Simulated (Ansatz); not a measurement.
# Ta4O: what a guessed cell relaxes into

Aim: relax a trial structure of Ta4O and see where it ends.

Method: DFT PBE, scalar-relativistic, plane waves, PAW, in Ansatz 0.2.0.

### Step 1. The structure to begin with

The structure is cubic, space group Pm-3m (No. 221). The conventional cell has a = 4.208 Å, b = 4.208 Å, c = 4.208 Å, α = 90.00°, β = 90.00°, γ = 90.00°. Ta (site symmetry 4/mmm) has 2 O at 2.10 Å as nearest neighbours. Ta (site symmetry m-3m) is surrounded by 12 Ta at 2.98 Å. O (site symmetry m-3m) is surrounded by 6 Ta at 2.10 Å.

Coordinates:

```xyz
5
Lattice="4.2079 0.0000 0.0000 0.0000 4.2079 0.0000 0.0000 0.0000 4.2079" Properties=species:S:1:pos:R:3 pbc="T T T"
Ta    2.1040    0.0000    0.0000
Ta    0.0000    2.1040    0.0000
Ta    0.0000    0.0000    2.1040
Ta    2.1040    2.1040    2.1040
O     0.0000    0.0000    0.0000
```

A structure generator made this guess: species swapped into a database cell of Co4N (Pm-3m, No. 221), with Ta on the Co sites and O on the N sites. The dimensions are guesses.

### Step 2. Probe: one point on a coarse mesh

input.yaml

```yaml
crystal:
  lattice:
    - [4.20792207, 0.0, 0.0]
    - [0.0, 4.20792207, 0.0]
    - [0.0, 0.0, 4.20792207]
  atoms:
    - { symbol: Ta, position: [0.5, 0.0, 0.0] }
    - { symbol: Ta, position: [0.0, 0.5, 0.0] }
    - { symbol: Ta, position: [0.0, 0.0, 0.5] }
    - { symbol: Ta, position: [0.5, 0.5, 0.5] }
    - { symbol: O, position: [0.0, 0.0, 0.0] }
basis:
  ecutwfc: 420
kpoints:
  mp_grid: { grid: [4, 4, 4] }
hamiltonian:
  xc: pbe
scf:
  occupations: { method: gaussian, width: 0.1 }
  lower_state_search: "off"
output:
  forces: true
  stress: true
  eigenvalues: true
```

Run with:

```bash
ansatz run input.yaml --threads 1 --pin off --max-ram 2560MiB --backend cpu --events-out ev --progress --plain --runs-dir out
```

What it wrote (excerpt; [...] marks lines left out):

```text
[...]
SCF converged after 7 iterations
Free energy (F): -40296.580351 eV
[...]
E sigma→0 (E₀):  -40296.574605 eV
Entropy (-TS):   -0.011493 eV (-2.299 meV/atom)
Fermi energy:    19.993844 eV
[...]
--- Forces (eV/Å), atoms counted from 1 ---
  atom   1  Ta    -0.00000000    -0.00000000    -0.00000000
  atom   2  Ta     0.00000000     0.00000000    -0.00000000
  atom   3  Ta     0.00000000    -0.00000000     0.00000000
  atom   4  Ta     0.00000000     0.00000000     0.00000000
  atom   5  O     -0.00000000     0.00000000     0.00000000
[...]
--- Stress (GPa, compression-positive) ---
       15.128982       0.000000       0.000000
       -0.000000      15.128982       0.000000
        0.000000       0.000000      15.128982
  P = ⅓ Tr σ = 15.1290 GPa (151.290 kbar)
--- Band table (eV; the first three rows and the last of 10) ---
[...]
```

It took 1.4 s on 1 thread of Arm Neoverse V2, shared host; peak memory 0.31 GiB.

Read-out: pressure 15.1 GPa, largest force 0.00 eV/Å, gap on this mesh none (metal). A guess like this is first relaxed loosely on the coarse mesh.

### Step 3. Spin check on a coarse mesh

input.yaml

```yaml
crystal:
  lattice:
    - [4.20792207, 0.0, 0.0]
    - [0.0, 4.20792207, 0.0]
    - [0.0, 0.0, 4.20792207]
  atoms:
    - { symbol: Ta, position: [0.5, 0.0, 0.0], spin: 1.0 }
    - { symbol: Ta, position: [0.0, 0.5, 0.0], spin: 1.0 }
    - { symbol: Ta, position: [0.0, 0.0, 0.5], spin: 1.0 }
    - { symbol: Ta, position: [0.5, 0.5, 0.5], spin: 1.0 }
    - { symbol: O, position: [0.0, 0.0, 0.0] }
basis:
  ecutwfc: 420
kpoints:
  mp_grid: { grid: [4, 4, 4] }
hamiltonian:
  xc: pbe
scf:
  occupations: { method: gaussian, width: 0.1 }
  lower_state_search: "off"
output:
  forces: true
  stress: true
  eigenvalues: true
  populations: true
magnetization:
  spin_polarized: true
```

Run with:

```bash
ansatz run input.yaml --threads 1 --pin off --max-ram 2560MiB --backend cpu --events-out ev --progress --plain --runs-dir out
```

What it wrote (excerpt; [...] marks lines left out):

```text
[...]
SCF converged after 15 iterations
Magnetization: -0.0000 μB (29.0000 up, 29.0000 down)
Absolute magnetization: 0.0000 μB (∫|ρ↑−ρ↓|, with the PAW one-centre terms)
Spin contamination: 0.0000 ħ² per cell (⟨S²⟩ above its minimum at these occupations)
[...]
       -0.000000      15.129114      -0.000000
        0.000000      -0.000000      15.129114
  P = ⅓ Tr σ = 15.1291 GPa (151.291 kbar)
--- Band table (eV; the first three rows and the last of 20) ---
[...]
--- Löwdin populations: 5 sites ---
  site symbol       q [e]    m [muB]
     0     Ta     12.7385    -0.0000
     1     Ta     12.7385    -0.0000
     2     Ta     12.7385    -0.0000
     3     Ta     12.9015     0.0000
     4      O      6.4620     0.0000
  spilling = 0.007260 (of n_electrons = 58.000000)
```

It took 5.3 s on 1 thread of Arm Neoverse V2, shared host; peak memory 0.33 GiB.

Site by site:

| atom | Löwdin electrons |
| --- | --- |
| Ta1 | 12.74 |
| Ta2 | 12.74 |
| Ta3 | 12.74 |
| Ta4 | 12.90 |
| O5 | 6.46 |

The Löwdin counts miss 0.42 of the 58 electrons, which the atomic orbitals do not span, so they are no charges.

The same cell is solved with trial moments on Ta. The largest site moment that stays is 0.00 μB and the cell's total 0.00 μB. The workflow keeps spin only above 0.25 μB on a site, so the next run goes without spin.

### Step 4. Coarse relaxation

input.yaml

```yaml
crystal:
  lattice:
    - [4.20792207, 0.0, 0.0]
    - [0.0, 4.20792207, 0.0]
    - [0.0, 0.0, 4.20792207]
  atoms:
    - { symbol: Ta, position: [0.5, 0.0, 0.0] }
    - { symbol: Ta, position: [0.0, 0.5, 0.0] }
    - { symbol: Ta, position: [0.0, 0.0, 0.5] }
    - { symbol: Ta, position: [0.5, 0.5, 0.5] }
    - { symbol: O, position: [0.0, 0.0, 0.0] }
basis:
  ecutwfc: 420
kpoints:
  mp_grid: { grid: [4, 4, 4] }
hamiltonian:
  xc: pbe
scf:
  occupations: { method: gaussian, width: 0.1 }
  lower_state_search: "off"
output:
  forces: true
  stress: true
  eigenvalues: true
relax:
  adjacent_minimum: "off"
  f_tol: 0.04
  max_steps: 70
  cell: { stress_tol: 0.4 }
```

Run with:

```bash
ansatz run input.yaml --threads 1 --pin off --max-ram 2560MiB --backend cpu --events-out ev --progress --plain --runs-dir out
```

What it wrote:

```text
Warning: RAYON_NUM_THREADS=1 ignored (pool sized by the plan → 1); use --threads N
Engine: ansatz 0.2.0, aarch64-unknown-linux-gnu
Pseudopotentials: kind: paw
Pseudopotential: Ta, paw, valence charge 13, recommended cutoff 420 eV (normal), Ta.paw.azcp
Pseudopotential: O, paw, valence charge 6, recommended cutoff 420 eV (normal), O.paw.azcp
Functional definition: PBE
  parameter kappa = 0.804
  parameter beta = 0.06672455060314922
  exchange = pbe_x(kappa = kappa, mu = beta*pi^2/3)
  correlation = pbe_c(beta = beta)
Crystal: 5 atoms, lattice volume = 74.508 Å³
Basis set: ecut = 420 eV, 1419 PW (Γ), exchange–correlation on 60×60×60 points (8 copies of the dense FFT grid, shifted against one another)
Bands: 35, of which v1, the nominal top of the filled ones, is band 29 counted from 1 (28 counted from 0)
Symmetry: 48 space group operations
Space group: Pm-3m (ITA 221), of the structure as read, at distance tolerance 4.2e-5 Å
k-points: 10 of 64
Non-local potential: Ta, projectors of the file, l = 0: 3, l = 1: 2, l = 2: 2, l = 3: 1
Non-local potential: O, projectors of the file, l = 0: 2, l = 1: 2, l = 2: 1
PAW form: soft (Blöchl's): semilocal exchange-correlation on the pseudo side does not see the compensation charge
PAW one-centre angular grid: Ta, 590 points (default); XC on 64 Gauss nodes
PAW one-centre angular grid: O, 110 points (default); XC on 64 Gauss nodes
Initial density: superposition of atomic densities (neutral atoms: chi_scale 0, normalization atom), corrected by the library's trained network
Initial wavefunctions: pseudopotential atomic-orbital guess
Functional: x = pbe(κ = 0.804, μ = 0.2195149727645171), c = pbe(β = 0.06672455060314922)
SCF iter   1: F=—  HF=-40296.586276 eV  |F-HF|=—  |Δ(HF+E_count)|=         —  Δρ=9.92e-3  dr2=5.75e-2  ethr=1.77e-3  ⟨swp⟩=4.6  Hψ=1330  notcnv=0
preconditioner: auto → Kerker (q_TF=auto, 2.617 Å⁻¹)  [metal: Δε(μ)=0.061 eV  Ē_g=5.778 eV  σ=0.100 eV  W_gap=0.32  n_scr=26 (ndim 8)  ℏωp=21.1 eV  f_vac=0.000  D(μ)=2.57/eV (n_scr^D=18)]
SCF iter   2: F=—  HF=-40296.580539 eV  |F-HF|=—  |Δ(HF+E_count)|=   5.74e-3  Δρ=4.99e-3  dr2=1.02e-2  ethr=9.92e-5  ⟨swp⟩=1.8  Hψ=466  notcnv=0
SCF iter   3: F=—  HF=-40296.580310 eV  |F-HF|=—  |Δ(HF+E_count)|=   2.29e-4  Δρ=1.95e-3  dr2=1.75e-3  ethr=1.75e-5  ⟨swp⟩=1.3  Hψ=346  notcnv=0
SCF iter   4: F=—  HF=-40296.580191 eV  |F-HF|=—  |Δ(HF+E_count)|=   1.20e-4  Δρ=3.01e-4  dr2=9.53e-5  ethr=3.01e-6  ⟨swp⟩=2.0  Hψ=443  notcnv=0
SCF iter   5: F=—  HF=-40296.580353 eV  |F-HF|=—  |Δ(HF+E_count)|=   1.62e-4  Δρ=1.60e-4  dr2=1.03e-5  ethr=1.64e-7  ⟨swp⟩=2.3  Hψ=547  notcnv=0
SCF iter   6: F=—  HF=-40296.580351 eV  |F-HF|=—  |Δ(HF+E_count)|=   1.78e-6  Δρ=2.25e-5  dr2=6.03e-7  ethr=1.77e-8  ⟨swp⟩=2.0  Hψ=472  notcnv=0
SCF iter   7: F=-40296.580351 eV  HF=-40296.580351 eV  |F-HF|=2.25e-8  |Δ(HF+E_count)|=   5.46e-8  Δρ=5.15e-6  dr2=3.07e-8  ethr=1.72e-10  ⟨swp⟩=8.6  Hψ=1335  notcnv=0
SCF 1 converged in 7 iterations: F = -40296.580351 eV  dr2 = 3.07e-8
relax step   1: F+E_penalty+E_count = -40296.58035115 eV  Δ(F+E_penalty+E_count) = +0.000e0 eV  max|allowed force component| = 1.452e-29 eV/Å  Δτ_max = 0.0000 Å  P = +15.129 GPa  Ω = 74.508 Å³  (7 SCF iters, dr2 threshold 1.00e-7 eV, accepted)
Crystal: 5 atoms, lattice volume = 83.979 Å³
Basis set: ecut = 420 eV, 1647 PW (Γ), exchange–correlation on 60×60×60 points (8 copies of the dense FFT grid, shifted against one another)
Initial density: handed on by an earlier stage of this run
Initial wavefunctions: those handed on with the density
iter 1 solved again at ethr=3.63e-4 eV; its pass at ethr=3.10e-3 eV (dr2=2.11e-1 eV) is discarded
SCF iter   1: F=—  HF=-40296.600624 eV  |F-HF|=—  |Δ(HF+E_count)|=         —  Δρ=8.87e-3  dr2=2.10e-1  ethr=3.63e-4  ⟨swp⟩=1.0  Hψ=2053  notcnv=0
preconditioner: auto → Kerker (q_TF=auto, 2.565 Å⁻¹)  [metal: Δε(μ)=0.106 eV  Ē_g=5.266 eV  σ=0.100 eV  W_gap=0.45  n_scr=26 (ndim 8)  ℏωp=19.9 eV  f_vac=0.000  D(μ)=3.35/eV (n_scr^D=26)]
SCF iter   2: F=—  HF=-40296.572714 eV  |F-HF|=—  |Δ(HF+E_count)|=   2.79e-2  Δρ=4.65e-3  dr2=3.35e-2  ethr=3.63e-4  ⟨swp⟩=2.1  Hψ=410  notcnv=0
SCF iter   3: F=—  HF=-40296.564826 eV  |F-HF|=—  |Δ(HF+E_count)|=   7.89e-3  Δρ=2.00e-3  dr2=8.63e-3  ethr=5.78e-5  ⟨swp⟩=1.3  Hψ=429  notcnv=0
SCF iter   4: F=—  HF=-40296.562467 eV  |F-HF|=—  |Δ(HF+E_count)|=   2.36e-3  Δρ=9.40e-4  dr2=4.53e-4  ethr=1.49e-5  ⟨swp⟩=2.0  Hψ=468  notcnv=0
SCF iter   5: F=—  HF=-40296.563037 eV  |F-HF|=—  |Δ(HF+E_count)|=   5.69e-4  Δρ=2.83e-4  dr2=5.99e-5  ethr=7.81e-7  ⟨swp⟩=2.0  Hψ=445  notcnv=0
SCF iter   6: F=—  HF=-40296.563028 eV  |F-HF|=—  |Δ(HF+E_count)|=   8.35e-6  Δρ=5.52e-5  dr2=2.20e-6  ethr=1.03e-7  ⟨swp⟩=2.0  Hψ=476  notcnv=0
SCF iter   7: F=-40296.563028 eV  HF=-40296.563028 eV  |F-HF|=1.05e-7  |Δ(HF+E_count)|=   2.36e-7  Δρ=9.27e-6  dr2=1.33e-7  ethr=8.62e-10  ⟨swp⟩=8.1  Hψ=1417  notcnv=0
SCF 2 converged in 7 iterations: F = -40296.563028 eV  dr2 = 1.33e-7
relax step   2: F+E_penalty+E_count = -40296.56302787 eV  Δ(F+E_penalty+E_count) = +1.732e-2 eV  max|allowed force component| = 2.332e-29 eV/Å  Δτ_max = 0.0000 Å  P = -12.382 GPa  Ω = 83.979 Å³  energy of the carried Pulay correction = -1.229e-2 eV  (7 SCF iters, dr2 threshold 5.00e-7 eV, rejected (line search))
Crystal: 5 atoms, lattice volume = 79.031 Å³
Basis set: ecut = 420 eV, 1551 PW (Γ), exchange–correlation on 60×60×60 points (8 copies of the dense FFT grid, shifted against one another)
iter 1 solved again at ethr=8.54e-5 eV; its pass at ethr=3.10e-3 eV (dr2=4.95e-2 eV) is discarded
SCF iter   1: F=—  HF=-40296.782531 eV  |F-HF|=—  |Δ(HF+E_count)|=         —  Δρ=4.53e-3  dr2=4.92e-2  ethr=8.54e-5  ⟨swp⟩=1.0  Hψ=2021  notcnv=0
preconditioner: auto → Kerker (q_TF=auto, 2.591 Å⁻¹)  [metal: Δε(μ)=0.041 eV  Ē_g=5.445 eV  σ=0.100 eV  W_gap=0.22  n_scr=26 (ndim 8)  ℏωp=20.5 eV  f_vac=0.000  D(μ)=2.84/eV (n_scr^D=26)]
SCF iter   2: F=—  HF=-40296.775835 eV  |F-HF|=—  |Δ(HF+E_count)|=   6.70e-3  Δρ=2.30e-3  dr2=7.18e-3  ethr=8.48e-5  ⟨swp⟩=2.0  Hψ=392  notcnv=0
SCF iter   3: F=—  HF=-40296.774156 eV  |F-HF|=—  |Δ(HF+E_count)|=   1.68e-3  Δρ=1.01e-3  dr2=1.81e-3  ethr=1.24e-5  ⟨swp⟩=1.4  Hψ=367  notcnv=0
SCF iter   4: F=—  HF=-40296.773642 eV  |F-HF|=—  |Δ(HF+E_count)|=   5.15e-4  Δρ=3.48e-4  dr2=6.04e-5  ethr=3.12e-6  ⟨swp⟩=2.0  Hψ=469  notcnv=0
SCF iter   5: F=—  HF=-40296.774080 eV  |F-HF|=—  |Δ(HF+E_count)|=   4.38e-4  Δρ=1.40e-4  dr2=1.28e-5  ethr=1.04e-7  ⟨swp⟩=2.1  Hψ=552  notcnv=0
SCF iter   6: F=—  HF=-40296.774077 eV  |F-HF|=—  |Δ(HF+E_count)|=   2.91e-6  Δρ=1.92e-5  dr2=3.26e-7  ethr=2.21e-8  ⟨swp⟩=2.0  Hψ=476  notcnv=0
SCF iter   7: F=—  HF=-40296.774075 eV  |F-HF|=—  |Δ(HF+E_count)|=   1.97e-6  Δρ=4.38e-6  dr2=2.76e-8  ethr=5.63e-10  ⟨swp⟩=2.0  Hψ=463  notcnv=0
SCF iter   8: F=-40296.774075 eV  HF=-40296.774075 eV  |F-HF|=1.24e-10  |Δ(HF+E_count)|=   4.17e-9  Δρ=8.09e-7  dr2=5.31e-10  ethr=5.52e-12  ⟨swp⟩=6.1  Hψ=1243  notcnv=0
SCF 3 converged in 8 iterations: F = -40296.774075 eV  dr2 = 5.31e-10
relax step   3: F+E_penalty+E_count = -40296.77407504 eV  Δ(F+E_penalty+E_count) = -1.937e-1 eV  max|allowed force component| = 4.759e-30 eV/Å  Δτ_max = 0.0000 Å  P = -0.204 GPa  Ω = 79.031 Å³  energy of the carried Pulay correction = -6.056e-3 eV  (8 SCF iters, accepted)
Initial wavefunctions: pseudopotential atomic-orbital guess (no wavefunctions were taken with the density)
iter 1 solved again at ethr=3.77e-8 eV; its pass at ethr=3.10e-3 eV (dr2=2.19e-5 eV) is discarded
SCF iter   1: F=—  HF=-40296.781731 eV  |F-HF|=—  |Δ(HF+E_count)|=         —  Δρ=5.84e-4  dr2=1.81e-5  ethr=3.77e-8  ⟨swp⟩=3.7  Hψ=2328  notcnv=0
preconditioner: auto → Kerker (q_TF=auto, 2.591 Å⁻¹)  [metal: Δε(μ)=0.008 eV  Ē_g=5.481 eV  σ=0.100 eV  W_gap=0.04  n_scr=26 (ndim 8)  ℏωp=20.5 eV  f_vac=0.000  D(μ)=2.82/eV (n_scr^D=26)]
SCF iter   2: F=—  HF=-40296.782458 eV  |F-HF|=—  |Δ(HF+E_count)|=   7.27e-4  Δρ=2.94e-4  dr2=4.66e-6  ethr=3.12e-8  ⟨swp⟩=2.0  Hψ=574  notcnv=0
SCF iter   3: F=—  HF=-40296.782543 eV  |F-HF|=—  |Δ(HF+E_count)|=   8.52e-5  Δρ=8.57e-5  dr2=3.97e-7  ethr=8.03e-9  ⟨swp⟩=2.0  Hψ=388  notcnv=0
SCF iter   4: F=—  HF=-40296.782550 eV  |F-HF|=—  |Δ(HF+E_count)|=   6.90e-6  Δρ=4.10e-6  dr2=5.14e-9  ethr=6.85e-10  ⟨swp⟩=2.0  Hψ=397  notcnv=0
SCF iter   5: F=-40296.782550 eV  HF=-40296.782550 eV  |F-HF|=4.00e-10  |Δ(HF+E_count)|=   1.65e-8  Δρ=8.28e-7  dr2=6.81e-10  ethr=5.52e-12  ⟨swp⟩=4.8  Hψ=1187  notcnv=0
SCF 4 converged in 5 iterations: F = -40296.782550 eV  dr2 = 6.81e-10
relax step   4: F+E_penalty+E_count = -40296.78254966 eV  Δ(F+E_penalty+E_count) = -8.475e-3 eV  max|allowed force component| = 1.233e-29 eV/Å  Δτ_max = 0.0000 Å  P = -0.037 GPa  Ω = 79.031 Å³  stress off target by 3.68e-2 GPa  SCF on the basis re-selected at this cell (its energy is not comparable with the rows above)  (5 SCF iters)
basis re-selected at this cell: Δ(F+E_penalty+E_count) = -8.475e-3 eV, ΔP = +0.168 GPa vs the last step (what re-selecting the basis moved, of the pressure what is left beyond the Pulay correction that the steps carried, after the strain that the cell walked since its last selection, with what the two solves' SCF thresholds leave and, on support functions, any second-order correction that the steps lacked; it is no measure of the basis error at this ecutwfc). This SCF's stress stands 3.68e-2 GPa from its target on what of the cell is left free (relax.cell.stress_tol is 4.00e-1 GPa) and its largest allowed force component is 1.23e-29 eV/Å (relax.f_tol is 4.00e-2 eV/Å): within both
SCF converged after 5 iterations
Free energy (F): -40296.782550 eV
Harris-Foulkes:  -40296.782550 eV  (|F-HF|=4.00e-10)
Internal energy: -40296.768436 eV  (E = F + TS)
E sigma→0 (E₀):  -40296.775493 eV
Entropy (-TS):   -0.014114 eV (-2.823 meV/atom)
Fermi energy:    18.714660 eV
--- Per-component energies (eV) ---
  E_band       = -428.676854
  E_kinetic    = 1639.850976
  E_local      = -2610.738682  (includes V_loc(G=0)·N_el)
  E_nonlocal   = 104.972616
  E_hartree    = 917.241426
  E_xc         = -947.214741
  E_vxc        = -909.966055  (∫ρ·V_xc dr)
  E_paw        = -33744.389186  (= ΣΔE_a)
  E_vpaw       = -487.282390  (= ΣTr[D̂ρ^β])
  E_aug_tail   = 0.003126  (compensation charges beyond the density's cutoff)
  E_ewald      = -5656.493971
  E_smearing   = -0.014114  (= −TS)
  E_closure    = 0.000000  (closes the sum)
  Σ components = -40296.782550   (vs F -40296.782550, Δ=0.00e0)
--- Forces (eV/Å), atoms counted from 1 ---
  atom   1  Ta    -0.00000000     0.00000000     0.00000000
  atom   2  Ta     0.00000000     0.00000000    -0.00000000
  atom   3  Ta     0.00000000    -0.00000000    -0.00000000
  atom   4  Ta     0.00000000    -0.00000000     0.00000000
  atom   5  O      0.00000000     0.00000000     0.00000000
  max |Σ_I F_I| component: 1.20e-29 eV/Å
--- Stress (GPa, compression-positive) ---
       -0.036787       0.000000      -0.000000
        0.000000      -0.036787      -0.000000
       -0.000000      -0.000000      -0.036787
  P = ⅓ Tr σ = -0.0368 GPa (-0.368 kbar)
--- Band table (eV; the first three rows and the last of 10) ---
  k-point 0: bands = ["-49.4791", "-49.3993", "-49.3993", "-49.0842", "-16.5066", "-16.5066", "-16.5066", "-15.8654", "-15.8654", "-15.8654", "-15.7689", "-15.7689", "-15.7689", "-15.3800", "-15.3800", "-15.3800", "-4.2970", "11.1709", "11.5519", "11.5519", "11.5519", "14.3066", "14.3066", "14.8389", "14.8389", "14.8389", "18.5236", "18.5236", "18.5236", "20.9764", "20.9764", "21.5143", "22.0092", "22.0092", "22.0092"]
  k-point 1: bands = ["-49.4680", "-49.4091", "-49.3992", "-49.0854", "-16.4596", "-16.4596", "-16.4589", "-15.8855", "-15.8855", "-15.8818", "-15.7748", "-15.7666", "-15.7666", "-15.4743", "-15.4160", "-15.4160", "-4.0105", "10.2536", "11.3405", "11.3405", "12.0374", "14.5799", "14.9401", "15.2058", "15.5879", "15.5879", "17.7887", "19.0153", "19.0153", "19.6651", "20.1694", "20.1694", "20.9451", "21.1763", "21.8159"]
  k-point 2: bands = ["-49.4498", "-49.4260", "-49.3992", "-49.0867", "-16.4045", "-16.4028", "-16.4028", "-15.9345", "-15.9345", "-15.8892", "-15.7806", "-15.7374", "-15.7374", "-15.5834", "-15.4599", "-15.4599", "-3.7057", "9.2760", "11.1677", "11.1677", "13.4926", "14.1183", "15.8800", "15.9487", "16.7224", "16.8544", "16.8544", "18.1990", "18.1990", "18.7145", "19.7412", "20.1740", "20.3629", "20.3629", "21.0950"]
  k-point 9: bands = ["-49.4242", "-49.4242", "-49.4242", "-49.0881", "-17.1176", "-16.2560", "-16.2560", "-16.2560", "-15.9979", "-15.9979", "-15.5704", "-15.5704", "-15.5704", "-15.3974", "-15.3974", "-15.3974", "-2.5974", "8.6542", "8.6542", "8.6542", "13.9449", "15.3275", "15.3275", "15.3275", "18.3756", "18.3756", "18.3756", "18.7223", "18.7223", "18.8499", "18.8499", "18.8499", "21.8740", "21.8740", "21.8740"]
--- Relaxed structure (3 steps of the walk, 2 accepted, 1 SCFs on fresh bases) ---
  F+E_penalty+E_count = -40296.78254966 eV   max|allowed force component| = 1.233e-29 eV/Å   (the final SCF, on the basis selected at the relaxed cell)
  cell:  # Å, volume = 79.0307 Å³
    - [4.2913965184440315, 1.2839532962581571e-33, 0.0]
    - [1.2839532962581571e-33, 4.2913965184440315, 0.0]
    - [-1.0271626370065257e-33, 0.0, 4.2913965184440315]
  atoms:
    - { symbol: Ta, position: [0.5, -7.163009423047084e-48, 1.2141148448560096e-48] }
    - { symbol: Ta, position: [-6.628456481028645e-49, 0.5, 3.468899556731455e-49] }
    - { symbol: Ta, position: [-5.302765184822916e-48, 6.244019202116621e-48, 0.5] }
    - { symbol: Ta, position: [0.5, 0.5, 0.5] }
    - { symbol: O, position: [-1.332274236007175e-47, -3.7290670234863155e-48, -5.203349335097185e-49] }
```

Run time: 6.4 s. Hardware: 1 thread of Arm Neoverse V2, shared host; peak memory 0.33 GiB.

Step by step:

```csv
step,E - E(step 1) (eV/cell),largest force component (eV/Å),pressure (GPa),volume (Å³)
1,0.0000,0.0000,15.13,74.51
2,0.0173,0.0000,-12.38,83.98
3,-0.1937,0.0000,-0.20,79.03
4,-0.2022,0.0000,-0.04,79.03
```

Step 1 is the start. Step 4 repeats the geometry before it on a plane-wave basis chosen anew for that cell, so its energy need not be comparable with the rows above. Step 2 was tried and not accepted.

|  | before | after | change |
| --- | --- | --- | --- |
| a (Å) | 4.208 | 4.291 | +2.0 % |
| b (Å) | 4.208 | 4.291 | +2.0 % |
| c (Å) | 4.208 | 4.291 | +2.0 % |
| volume (Å³/atom) | 14.90 | 15.81 | +6.1 % |
| shortest distance (Å) | 2.104 | 2.146 | +2.0 % |
| space group (0.01 Å) | Pm-3m | Pm-3m | same |

Forces and stress were held to the start's 48 operations: a distortion of lower symmetry was not tested.

### Step 5. Spin check on a coarse mesh

input.yaml

```yaml
crystal:
  lattice:
    - [4.2913965184, 0.0, 0.0]
    - [0.0, 4.2913965184, 0.0]
    - [0.0, 0.0, 4.2913965184]
  atoms:
    - { symbol: Ta, position: [0.5, 0.0, 0.0], spin: 1.0 }
    - { symbol: Ta, position: [0.0, 0.5, 0.0], spin: 1.0 }
    - { symbol: Ta, position: [0.0, 0.0, 0.5], spin: 1.0 }
    - { symbol: Ta, position: [0.5, 0.5, 0.5], spin: 1.0 }
    - { symbol: O, position: [0.0, 0.0, 0.0] }
basis:
  ecutwfc: 420
kpoints:
  mp_grid: { grid: [4, 4, 4] }
hamiltonian:
  xc: pbe
scf:
  occupations: { method: gaussian, width: 0.1 }
  lower_state_search: "off"
output:
  forces: true
  stress: true
  eigenvalues: true
  populations: true
magnetization:
  spin_polarized: true
```

Run with:

```bash
ansatz run input.yaml --threads 1 --pin off --max-ram 2560MiB --backend cpu --events-out ev --progress --plain --runs-dir out
```

What it wrote (excerpt; [...] marks lines left out):

```text
[...]
SCF converged after 15 iterations
Magnetization: -0.0000 μB (29.0000 up, 29.0000 down)
Absolute magnetization: 0.0000 μB (∫|ρ↑−ρ↓|, with the PAW one-centre terms)
Spin contamination: 0.0000 ħ² per cell (⟨S²⟩ above its minimum at these occupations)
[...]
       -0.000000      -0.036822       0.000000
        0.000000       0.000000      -0.036822
  P = ⅓ Tr σ = -0.0368 GPa (-0.368 kbar)
--- Band table (eV; the first three rows and the last of 20) ---
[...]
--- Löwdin populations: 5 sites ---
  site symbol       q [e]    m [muB]
     0     Ta     12.7218    -0.0000
     1     Ta     12.7218    -0.0000
     2     Ta     12.7218    -0.0000
     3     Ta     12.8897     0.0000
     4      O      6.4920    -0.0000
  spilling = 0.007807 (of n_electrons = 58.000000)
```

Wall time 5.5 s (1 thread of Arm Neoverse V2, shared host); peak memory 0.34 GiB.

By site:

| atom | Löwdin electrons |
| --- | --- |
| Ta1 | 12.72 |
| Ta2 | 12.72 |
| Ta3 | 12.72 |
| Ta4 | 12.89 |
| O5 | 6.49 |

The Löwdin counts miss 0.45 of the 58 electrons, which the atomic orbitals do not span, so they are no charges.

The same cell is solved with trial moments on Ta. The largest site moment that stays is 0.00 μB and the cell's total 0.00 μB. The workflow keeps spin only above 0.25 μB on a site, so the next run goes without spin.

(Part 1 of 2 ends here.)
